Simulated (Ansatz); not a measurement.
CoNiO2:

```
Ni Co O
1.0
     3.01433    0.00000    0.00000
     0.00000    3.01433    0.00000
     0.00000    0.00000    4.22229
Ni Co O
1 1 2
Direct
  0.00000 0.00000 0.00000
  0.50000 0.50000 0.50000
  0.00000 0.00000 0.50000
  0.50000 0.50000 0.00000
```

The cell comes from a database or a generator and needn't be the stable form of this composition.

Base run:

| Property | Result |
| --- | --- |
| Program | Ansatz 0.2.0 |
| Functional | PBEsol |
| Potentials or basis | Ansatz PAW |
| Cutoff | 420 eV (not typed: the program's choice for these potentials) |
| k mesh | 7 × 7 × 5 |
| Occupations | fermi-dirac, width 0.05 eV |
| Spin | collinear spin, ferromagnetic start |
| Starting moments | [1.5, 3.0, 0.0, 0.0] μB |
| Fixed moment | 4.5 μB |

Its results: pressure -11.9 GPa; site moments Ni +1.24; Co +2.49; O +0.32, +0.28 μB.

**Question.** After a change of settings the same cell gave: pressure -15.0 GPa; site moments Ni +1.05; Co +2.18; O +0.21, +0.20 μB. Which change was it?
A. fixed moment from 4.5 μB to 3.8 μB; moments at the start from [1.5, 3.0, 0.0, 0.0] to [1.27, 2.53, 0.0, 0.0]
B. fixed moment from 4.5 μB to 0.8 μB; moments at the start from [1.5, 3.0, 0.0, 0.0] to [0.27, 0.53, 0.0, 0.0]
C. fixed moment from 4.5 μB to 1.5 μB; moments at the start from [1.5, 3.0, 0.0, 0.0] to [0.5, 1.0, 0.0, 0.0]
D. fixed moment from 4.5 μB to 6 μB; moments at the start from [1.5, 3.0, 0.0, 0.0] to [2.0, 4.0, 0.0, 0.0]

**Answer.** A.

Caveats: the total moment is fixed, so each spin has its own Fermi level; the PAW data sets come from PBE, with cores solved anew for the run's functional, which leaves a small shift of forces and pressure; the thresholds are loose for stress.
